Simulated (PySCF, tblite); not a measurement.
# C6H12N2OSi: geometry, infrared bands and NMR shifts

Wanted: the infrared bands and NMR shifts of C6H12N2OSi (`C=C[Si@H](O)N(C)CCC#N`), by calculation.

The runs use tblite 0.8.0 and PySCF 2.14.0, with density-fitted response routines of our own; the level of theory stands in each step. All values are computed, except where a source is named. Atoms are numbered from 0 throughout.

## (1) The molecule as given

22 atoms, charge 0, multiplicity 1; geometry from: force field or distance geometry start.

Bonds of the start (Å): C0–C1 1.34, C1–Si2 1.80, Si2–O3 1.75, Si2–N4 1.78, N4–C5 1.45, N4–C6 1.44, C6–C7 1.48, C7–C8 1.45, C8–N9 1.18, C0–H10 1.10, C0–H11 1.09, C1–H12 1.11, Si2–H13 1.48, O3–H14 1.00, C5–H15 1.13, C5–H16 1.13, C5–H17 1.09, C6–H18 1.12, C6–H19 1.13, C7–H20 1.14, C7–H21 1.13.

## (2) Optimising the geometry with GFN2-xTB

The job: settings as JSON, then the geometry in Å.

```
{"job": {"kind": "relax", "xc": "GFN2-xTB", "basis": "xTB"}, "charge": 0, "multiplicity": 1}
C      3.707700     0.413700     0.575300
C      2.531700    -0.232800     0.636600
Si     1.327600    -0.008200    -0.688300
O      1.186000     1.685400    -1.102300
N     -0.298300    -0.620700    -0.296200
C     -1.099800    -0.482800    -1.500800
C     -0.945000     0.100600     0.762900
C     -2.209200    -0.510500     1.245900
C     -3.260300    -0.621000     0.247500
N     -4.136300    -0.694300    -0.544100
H      3.893900     1.078300    -0.286900
H      4.465800     0.306800     1.356400
H      2.281100    -0.904900     1.479600
H      1.798800    -0.769100    -1.872900
H      0.725700     2.093900    -0.316300
H     -1.686400     0.474200    -1.367400
H     -0.390700    -0.289700    -2.358200
H     -1.736100    -1.349700    -1.695200
H     -0.226400     0.267700     1.604700
H     -1.229300     1.112400     0.349300
H     -2.647400     0.108600     2.090700
H     -2.063700    -1.539300     1.678800
```

On the command line:

```
OMP_NUM_THREADS=1 python probes_run.py task.json out
```

One launch serves the whole session: the jobs run in the order shown.

Output:

```text
step      E/eV     max force
  0    -831.18530    4.513
  1    -831.06566   15.570
  2    -831.63267    2.501
  3    -831.73937    1.203
  4    -831.78894    0.524
  5    -831.83456    1.137
  6    -831.87498    0.844
  7    -831.92022    0.502
  8    -831.96025    0.620
  9    -831.99842    0.768
 10    -832.02305    0.468
 11    -832.04143    0.298
 12    -832.05725    0.351
 13    -832.07486    0.500
 14    -832.08934    0.358
 15    -832.09974    0.200
 16    -832.10966    0.257
 17    -832.12359    0.454
 18    -832.14095    0.510
 19    -832.15760    0.347
 20    -832.17129    0.294
 21    -832.18469    0.279
 22    -832.19929    0.349
 23    -832.21237    0.251
 24    -832.22148    0.225
 25    -832.22874    0.247
 26    -832.23608    0.311
 27    -832.24512    0.275
 28    -832.25509    0.253
 29    -832.26537    0.219
 30    -832.27609    0.326
 31    -832.29197    0.406
 32    -832.30362    0.269
 33    -832.31321    0.201
 34    -832.31838    0.213
 35    -832.32396    0.181
 36    -832.32942    0.183
 37    -832.33389    0.128
 38    -832.33776    0.136
 39    -832.34188    0.142
 40    -832.34584    0.193
 41    -832.34910    0.152
 42    -832.35146    0.114
 43    -832.35388    0.116
 44    -832.35645    0.127
 45    -832.35922    0.141
 46    -832.36195    0.124
 47    -832.36521    0.121
 48    -832.36898    0.135
 49    -832.37282    0.142
 50    -832.37598    0.276
 51    -832.37885    0.182
 52    -832.38170    0.188
 53    -832.38544    0.149
 54    -832.38829    0.127
 55    -832.39173    0.116
 56    -832.39467    0.110
 57    -832.39743    0.150
 58    -832.39978    0.115
 59    -832.40246    0.140
 60    -832.40493    0.105
 61    -832.40713    0.090
 62    -832.40838    0.085
 63    -832.40949    0.090
 64    -832.41079    0.121
 65    -832.41207    0.076
 66    -832.41305    0.094
 67    -832.41380    0.066
 68    -832.41461    0.060
 69    -832.41549    0.066
 70    -832.41636    0.053
 71    -832.41705    0.064
 72    -832.41769    0.074
 73    -832.41848    0.080
 74    -832.41961    0.089
 75    -832.42104    0.080
 76    -832.42246    0.097
 77    -832.42368    0.098
 78    -832.42501    0.095
 79    -832.42669    0.112
 80    -832.42903    0.123
 81    -832.43141    0.142
 82    -832.43377    0.221
 83    -832.43594    0.108
 84    -832.43961    0.176
 85    -832.44432    0.201
 86    -832.44873    0.179
 87    -832.45157    0.101
 88    -832.45307    0.231
 89    -832.45505    0.139
 90    -832.45690    0.103
 91    -832.45913    0.111
 92    -832.46030    0.097
 93    -832.46226    0.109
 94    -832.46438    0.164
 95    -832.46653    0.160
 96    -832.46770    0.204
 97    -832.46898    0.129
 98    -832.47061    0.264
 99    -832.47232    0.215
100    -832.47498    0.093
101    -832.47630    0.100
102    -832.47831    0.083
103    -832.47989    0.117
104    -832.48162    0.083
105    -832.48296    0.070
106    -832.48409    0.129
107    -832.48598    0.136
108    -832.49000    0.213
109    -832.49452    0.209
110    -832.49762    0.251
111    -832.50025    0.225
112    -832.50290    0.168
113    -832.50493    0.397
114    -832.51001    0.253
115    -832.51394    0.145
116    -832.51701    0.100
117    -832.51879    0.132
118    -832.52085    0.454
119    -832.52294    0.147
120    -832.52415    0.072
121    -832.52556    0.149
122    -832.52651    0.091
123    -832.52769    0.084
124    -832.52854    0.091
125    -832.53006    0.113
126    -832.53198    0.127
127    -832.53388    0.123
128    -832.53539    0.107
129    -832.53661    0.167
130    -832.53783    0.130
131    -832.53910    0.101
132    -832.53998    0.073
133    -832.54082    0.068
134    -832.54171    0.081
135    -832.54273    0.067
136    -832.54363    0.146
137    -832.54431    0.068
138    -832.54499    0.068
139    -832.54573    0.060
140    -832.54664    0.070
141    -832.54770    0.093
142    -832.54891    0.082
143    -832.55023    0.087
144    -832.55159    0.173
145    -832.55268    0.070
146    -832.55368    0.059
147    -832.55454    0.052
148    -832.55544    0.068
149    -832.55645    0.058
150    -832.55787    0.094
151    -832.55948    0.110
152    -832.56124    0.098
153    -832.56258    0.090
154    -832.56349    0.106
155    -832.56420    0.132
156    -832.56518    0.122
157    -832.56664    0.143
158    -832.56830    0.073
159    -832.56996    0.121
160    -832.57162    0.090
161    -832.57366    0.131
162    -832.57515    0.250
163    -832.57700    0.127
164    -832.57900    0.069
165    -832.58036    0.079
166    -832.58087    0.177
167    -832.58186    0.046
168    -832.58240    0.042
169    -832.58311    0.068
170    -832.58380    0.129
171    -832.58472    0.169
172    -832.58559    0.138
173    -832.58660    0.071
174    -832.58777    0.074
175    -832.58906    0.079
176    -832.59011    0.152
177    -832.59061    0.073
178    -832.59121    0.062
179    -832.59163    0.045
180    -832.59228    0.031
181    -832.59259    0.033
182    -832.59283    0.028
183    -832.59300    0.037
184    -832.59320    0.064
185    -832.59340    0.048
186    -832.59360    0.053
187    -832.59383    0.045
188    -832.59413    0.044
189    -832.59449    0.073
190    -832.59485    0.063
191    -832.59512    0.040
192    -832.59530    0.033
193    -832.59545    0.042
194    -832.59558    0.028
195    -832.59575    0.027
196    -832.59596    0.027
197    -832.59620    0.030
198    -832.59650    0.043
199    -832.59679    0.033
200    -832.59701    0.034
201    -832.59718    0.031
202    -832.59734    0.033
203    -832.59749    0.027
204    -832.59760    0.039
205    -832.59769    0.042
206    -832.59777    0.032
207    -832.59785    0.026
208    -832.59791    0.013
209    -832.59793    0.010
210    -832.59795    0.010
211    -832.59796    0.009
```

Run time: 3.6 s. Hardware: 1 thread of Arm Neoverse N1, shared host; peak memory 0.18 GiB.

The steps of the relaxation: (not every step is listed) (the energy doesn't fall at every step)

```csv
step,energy from step 0 (eV),largest force (eV/Å)
0,0.0000,4.5134
1,0.1196,15.5699
2,-0.4474,2.5013
3,-0.5541,1.2027
4,-0.6036,0.5243
5,-0.6493,1.1365
6,-0.6897,0.8439
7,-0.7349,0.5023
8,-0.7749,0.6198
27,-1.0598,0.2746
46,-1.1766,0.1237
65,-1.2268,0.0765
84,-1.2543,0.1759
103,-1.2946,0.1170
122,-1.3412,0.0912
141,-1.3624,0.0931
160,-1.3863,0.0897
179,-1.4063,0.0451
198,-1.4112,0.0426
206,-1.4125,0.0324
207,-1.4126,0.0262
208,-1.4126,0.0132
209,-1.4126,0.0102
210,-1.4126,0.0100
211,-1.4127,0.0092
```

Close pairs (by a distance rule), those that changed most:

```csv
bond,before (Å),after (Å),change (Å)
Si2–O3,1.749,1.624,-0.125
C1–Si2,1.804,1.885,+0.081
C6–C7,1.485,1.549,+0.064
Si2–N4,1.781,1.731,-0.050
O3–H14,0.998,0.954,-0.045
C5–H16,1.129,1.086,-0.043
C7–H20,1.135,1.094,-0.042
C8–N9,1.183,1.144,-0.039
```

The final coordinates are the input of the step that follows.

## (3) Harmonic vibrations with GFN2-xTB

The job: settings as JSON, then the geometry in Å.

```
{"job": {"kind": "ir", "xc": "GFN2-xTB", "basis": "xTB"}, "charge": 0, "multiplicity": 1}
C      3.089315     0.766908     1.068786
C      2.133429    -0.127607     0.876673
Si     1.188257    -0.368131    -0.736603
O      1.892677     0.304532    -2.036367
N     -0.362215     0.363727    -0.499237
C     -1.267594     0.488458    -1.619733
C     -1.008947     0.356160     0.781772
C     -1.653293    -0.998463     1.168951
C     -2.901216    -1.235777     0.496398
N     -3.909621    -1.416195    -0.013737
H      3.383555     1.456879     0.294023
H      3.628838     0.856353     2.000238
H      1.903172    -0.799481     1.694852
H      1.198171    -1.773873    -1.148400
H      2.021708     1.247685    -2.091349
H     -1.875199     1.390176    -1.506918
H     -0.689174     0.563868    -2.536326
H     -1.940412    -0.369668    -1.706324
H     -0.256460     0.590928     1.537724
H     -1.778386     1.136517     0.802774
H     -1.849871    -1.008722     2.244668
H     -0.957146    -1.805673     0.927285
```

Output:

```text
mode    cm-1     km/mol
  1      24.6      2.88
  2      35.6      1.36
  3      41.0      0.65
  4      93.6      6.20
  5     131.3      3.55
  6     158.7      4.10
  7     163.9      0.92
  8     187.1      6.94
  9     213.3      1.32
 10     223.0     19.62
 11     252.6     85.33
 12     300.8     21.66
 13     369.8     16.96
 14     379.2     11.90
 15     394.9     16.80
 16     428.6     26.39
 17     492.4     27.81
 18     559.7      2.32
 19     643.5     25.52
 20     651.0     80.23
 21     694.0     31.50
 22     743.6    197.36
 23     816.4    346.10
 24     866.9     21.78
 25     892.7     48.21
 26     915.3    141.20
 27     923.0     26.22
 28    1010.3     50.90
 29    1013.1      8.52
 30    1030.7     22.62
 31    1041.9      5.89
 32    1045.3    113.38
 33    1103.7      5.32
 34    1125.1      4.08
 35    1160.1     34.05
 36    1234.0     67.93
 37    1280.3     60.39
 38    1291.1      0.30
 39    1322.2     24.06
 40    1337.4     24.18
 41    1415.7      6.95
 42    1424.6      0.05
 43    1424.9      1.16
 44    1466.1      0.69
 45    1486.5      4.39
 46    1503.1      6.93
 47    1677.8     21.69
 48    2240.8    287.59
 49    2401.8    245.83
 50    2924.1     37.30
 51    2937.5     39.25
 52    2958.4      6.69
 53    2961.9     43.96
 54    2970.9     47.31
 55    2973.6     31.00
 56    3030.2     49.36
 57    3043.8     28.13
 58    3068.7     51.76
 59    3096.2     54.06
 60    3668.0     11.69
```

Wall time 1.9 s (1 thread of Arm Neoverse N1, shared host); peak memory 0.18 GiB.

The strongest bands and the atoms that carry them (share of the mass-weighted mode):

```csv
cm⁻¹,km/mol,atoms
253,85.3,"H14 47 %, O3 15 %"
651,80.2,"H13 73 %, C1 10 %"
744,197.4,"Si2 39 %, C1 15 %, H13 14 %"
816,346.1,"H14 69 %, H13 13 %, O3 11 %"
915,141.2,"O3 36 %, Si2 33 %"
1045,113.4,"H16 20 %, C6 16 %, H21 12 %, C7 11 %"
2241,287.6,H13 97 %
2402,245.8,"C8 60 %, N9 39 %"
```

## (4) Shielding tensors: PBE0/pcSseg-1

Settings changed since step 3:

```diff
@@ -1,2 +1,2 @@
-{"job": {"kind": "ir", "xc": "GFN2-xTB", "basis": "xTB"}, "charge": 0, "multiplicity": 1}
+{"job": {"kind": "nmr", "xc": "PBE0", "basis": "pcSseg-1"}, "charge": 0, "multiplicity": 1}
 C      3.089315     0.766908     1.068786
```

Level: GIAO PBE0/pcSseg-1 NMR shielding, non-relativistic, gas phase.

Output:

```text
coarse grid: 18792 points
cycle   1  E = -709.2067825094  dE =  1.285e+00  |g| = 8.594e-01  |ddm| = 4.256e+00
cycle   2  E = -708.9693187997  dE =  2.375e-01  |g| = 1.391e+00  |ddm| = 1.774e+00
cycle   3  E = -709.3428340497  dE = -3.735e-01  |g| = 2.602e-01  |ddm| = 1.197e+00
cycle   4  E = -709.3562181818  dE = -1.338e-02  |g| = 8.929e-02  |ddm| = 2.174e-01
cycle   5  E = -709.3577223094  dE = -1.504e-03  |g| = 2.479e-02  |ddm| = 7.500e-02
cycle   6  E = -709.3578521191  dE = -1.298e-04  |g| = 4.972e-03  |ddm| = 2.144e-02
cycle   7  E = -709.3578569480  dE = -4.829e-06  |g| = 1.965e-03  |ddm| = 6.059e-03
final grid: 176832 points
cycle   8  E = -709.4249353427  dE = -4.569e-05  |g| = 1.128e-02  |ddm| = 3.590e-02
cycle   9  E = -709.4249103921  dE =  2.495e-05  |g| = 1.582e-02  |ddm| = 2.391e-02
cycle  10  E = -709.4249638809  dE = -5.349e-05  |g| = 1.863e-03  |ddm| = 1.438e-02
cycle  11  E = -709.4249646149  dE = -7.341e-07  |g| = 2.589e-04  |ddm| = 1.455e-03
cycle  12  E = -709.4249646261  dE = -1.114e-08  |g| = 1.483e-04  |ddm| = 3.159e-04
cycle  13  E = -709.4249646307  dE = -4.668e-09  |g| = 5.657e-05  |ddm| = 1.469e-04
cycle  14  E = -709.4249646314  dE = -6.191e-10  |g| = 2.136e-05  |ddm| = 4.640e-05
converged SCF energy = -709.4249646314

GIAO shielding tensors (ppm)
atom      isotropic    diamagn.    paramagn.     s11        s22        s33       span
  0 C       45.767     252.654    -206.887    -81.415     46.615    172.102    253.517
  1 C       44.011     266.344    -222.333    -78.579     35.767    174.845    253.424
  2 Si     380.681     883.271    -502.590    355.193    376.099    410.749     55.556
  3 O      306.869     389.302     -82.433    273.354    313.490    333.764     60.410
  4 N      209.708     332.487    -122.779    168.225    213.664    247.235     79.011
  5 C      149.468     246.919     -97.450    127.038    138.700    182.667     55.629
  6 C      134.796     246.457    -111.661    114.311    130.725    159.351     45.040
  7 C      164.810     251.232     -86.422    148.482    166.400    179.549     31.067
  8 C       60.352     259.760    -199.408    -60.709    -50.611    292.375    353.084
  9 N      -36.765     339.099    -375.864   -198.979   -194.470    283.153    482.132
 10 H       25.663      31.829      -6.166     21.742     24.614     30.634      8.892
 11 H       25.228      28.647      -3.420     22.054     24.574     29.056      7.002
 12 H       25.355      33.967      -8.612     21.952     25.047     29.068      7.116
 13 H       26.672      31.255      -4.582     22.935     25.391     31.691      8.756
 14 H       30.254      33.990      -3.737     23.341     24.123     43.297     19.956
 15 H       29.176      31.401      -2.225     25.461     26.485     35.582     10.121
 16 H       28.522      31.477      -2.955     22.972     28.766     33.827     10.855
 17 H       27.910      32.474      -4.564     21.930     27.585     34.216     12.286
 18 H       28.217      34.267      -6.050     22.917     29.289     32.444      9.527
 19 H       28.728      32.808      -4.080     24.320     28.499     33.365      9.045
 20 H       29.429      27.879       1.550     24.130     28.478     35.679     11.549
 21 H       29.701      31.408      -1.707     26.041     29.470     33.591      7.550
```

It took 1.9 min on 1 thread of Arm Neoverse N1, shared host; peak memory 1.1 GiB.

Shifts follow as δ = σ(reference) − σ, with reference shieldings (ppm) from runs at the same level and on the same kind of geometry: 1H TMS 31.72, 13C TMS 186.9, 29Si TMS 349.2, 15N NH3 267.7, 17O H2O 336.1. The references are single molecules in the gas phase, so shifts against H2O, NH3, PH3, H3PO4 or CFCl3 are not on the usual liquid scales and can be off by tens of ppm. Atoms listed in one row are averaged.

```csv
atoms,environment,σ (ppm),δ (ppm),δ scaled to CDCl3
C1,alkene CH,44.0,142.9,137.6
C0,terminal =CH2 carbon,45.8,141.2,135.9
C8,nitrile carbon,60.4,126.6,121.6
C6,sp3 CH2 bonded to N,134.8,52.1,49.0
C5,methyl carbon bonded to N,149.5,37.5,34.6
C7,sp3 CH2 α to a nitrile,164.8,22.1,19.7
H11,hydrogen on a terminal =CH2 carbon,25.23,6.49,6.22
H12,hydrogen on an alkene CH,25.36,6.36,6.10
H10,hydrogen on a terminal =CH2 carbon,25.66,6.05,5.81
H13,"hydrogen on a silicon bonded to C, N, O",26.67,5.04,–
H18,hydrogen on an sp3 CH2 bonded to N,28.22,3.50,3.41
"H15, H16, H17",hydrogen on a methyl carbon bonded to N,28.54,3.18,3.10
H19,hydrogen on an sp3 CH2 bonded to N,28.73,2.99,2.92
H20,hydrogen on an sp3 CH2 α to a nitrile,29.43,2.29,2.26
H21,hydrogen on an sp3 CH2 α to a nitrile,29.70,2.02,2.01
H14,hydrogen on an oxygen bonded to Si,30.25,1.46,–
Si2,"silicon bonded to C, N, O, H",380.7,-31.5,–
O3,"oxygen bonded to Si, H",306.9,29.2,–
N9,nitrile nitrogen,-36.8,304.5,–
N4,"nitrogen bonded to 2 C, Si",209.7,58.0,–
```

The scaled column applies a straight-line fit of computed shieldings to shifts measured in CDCl3 (root-mean-square error 0.16 ppm for H, 1.9 ppm for C).

The run also stored atomic charges by several schemes (e):

```csv
atoms,Mulliken,IAO,Hirshfeld,ESP fit
C0,-0.15,-0.27,-0.08,-0.23
C1,-0.53,-0.46,-0.14,-0.49
Si2,1.08,1.21,0.43,0.90
O3,-0.55,-0.78,-0.30,-0.71
N4,-0.79,-0.52,-0.18,-0.40
C5,-0.08,-0.31,-0.07,-0.34
C6,-0.01,-0.13,-0.01,-0.15
C7,-0.20,-0.32,-0.05,-0.17
C8,0.04,0.14,0.09,0.40
N9,-0.25,-0.26,-0.23,-0.49
```

Mayer bond orders: C0–C1 2.01, C1–Si2 0.82, Si2–O3 1.03, Si2–N4 0.95, N4–C5 0.94, N4–C6 0.99, C6–C7 0.99, C7–C8 1.01, C8–N9 3.04.

Orbitals, density, ELF and potential are computed afterwards from the orbital file.

Frontier orbitals at PBE0/pcSseg-1, with the share of their density that lies nearest to each atom:

```csv
orbital,energy (eV),lies on
HOMO,-6.72,N4 58 %; H17 8 %
LUMO,-0.59,"C0, C1 about 29 % each; H10, H11 about 8 % each; H12 7 %"
```

ELF in a plane through or near 7 of the atoms.

Ten even steps from ' ' (0.00) to '@' (1.00):
```
                                                        
                                                        
                                                        
                                ==##**                  
          ....                ..@@@@@@++                
        %%@@@@--  ..::..        @@@@@@==                
      ..@@@@@@##..::==::  ::..  **@@%%::..::::..        
      ..%%@@@@******++--  ++**++%%++++++****====::      
        ..++++%%**##**++  ::++==@@##++****##**##++::    
        ::##@@##++++**==..::####==::..++######%%##--    
        ++@@@@@@::..==--++##==##::    ::==++##%%**::    
        --@@@@++    ..::##%%::**==----    --====::      
                  ::::::::==**##..##%%==                
                **%%##--    ++##::++**--                
              ..%%@@@@++    @@@@##--::                  
                ++%%**::  ..@@@@%%::                    
                            %%%%++                      
                                                        
                                                        
                                                        
```
The map spans 13.4 Å across and 10.4 Å up, centred on the molecule. Atoms in the plane (x, y in Å): C0 (-3.3, 0.8), N4 (0.3, -0.6), C5 (1.2, -1.7), H11 (-3.9, 1.7), H14 (-2.1, -2.4), H16 (0.7, -2.6), H20 (1.9, 2.4).

log10 of the density (e/Å³) in the same plane.

Ten even steps from '0' (-4.0) to '9' (2.4):
```
0000000000000000000000000000
0000000000000000000000000000
0000000000000000111000000000
0000001000100012333210000000
0001222222221123454321100000
0002344433333334565433221000
0012455544443444566443332100
0012456665544455666555443200
0012456966554556665566554310
0012456665554566554555654310
0012355554555676544445553310
0001344444455686554434433200
0000123344555566765432221000
0000011345554456765431100000
0000001346654456654321000000
0000000244443355543210000000
0000000123322233322100000000
0000000000000112110000000000
0000000000000000000000000000
0000000000000000000000000000
```
The map spans 13.4 Å across and 10.4 Å up, centred on the molecule. Atoms in the plane (x, y in Å): C0 (-3.3, 0.8), N4 (0.3, -0.6), C5 (1.2, -1.7), H11 (-3.9, 1.7), H14 (-2.1, -2.4), H16 (0.7, -2.6), H20 (1.9, 2.4).

On the surface of density 0.002 e/bohr³ the electrostatic potential runs, from the 1st to the 99th percentile, from -1.80 V near N9 to 2.16 V near H14.

## (5) Outcome

| quantity | value |
| --- | --- |
| strongest single infrared mode (GFN2-xTB) | 816 cm⁻¹, 346 km/mol |
| zero-point energy (GFN2-xTB) | 107.6 kcal/mol |
| 13C shifts against TMS (PBE0/pcSseg-1) | 142.9, 141.2, 126.6, 52.1, 37.5, 22.1 ppm |
| 1H shifts against TMS (PBE0/pcSseg-1, means over atoms taken as alike) | 6.49, 6.36, 6.05, 5.04, 3.50, 3.18, 2.99, 2.29, 2.02, 1.46 ppm |
| 29Si shifts against TMS (PBE0/pcSseg-1) | -31.5 ppm |
| 17O shifts against H2O (PBE0/pcSseg-1) | 29.2 ppm |
| 15N shifts against NH3 (PBE0/pcSseg-1) | 304.5, 58.0 ppm |
| surface potential, 1st and 99th percentile | -1.80 V and 2.16 V |

What this shows: Relaxing lowered the energy by 1.413 eV in 211 steps; the close pair that moved most is Si2–O3, from 1.749 to 1.624 Å. All 60 modes are real, so the xTB geometry is a minimum. The strongest single mode, at 816 cm⁻¹, moves mainly H14. GFN2-xTB is a fitted tight-binding method: band positions and strengths are rough. Its intensities can rank the bands wrongly. C1 (alkene CH) lies farthest downfield among carbon, at 142.9 ppm; an sp2 carbon of a C=C bond. At PBE0/pcSseg-1: The largest span, 482 ppm, is at N9, where the paramagnetic term is -376 ppm. By nearest atom (PBE0/pcSseg-1), the HOMO sits on N4 58 %; H17 8 % and the LUMO on C0, C1 about 29 % each; H10, H11 about 8 % each.
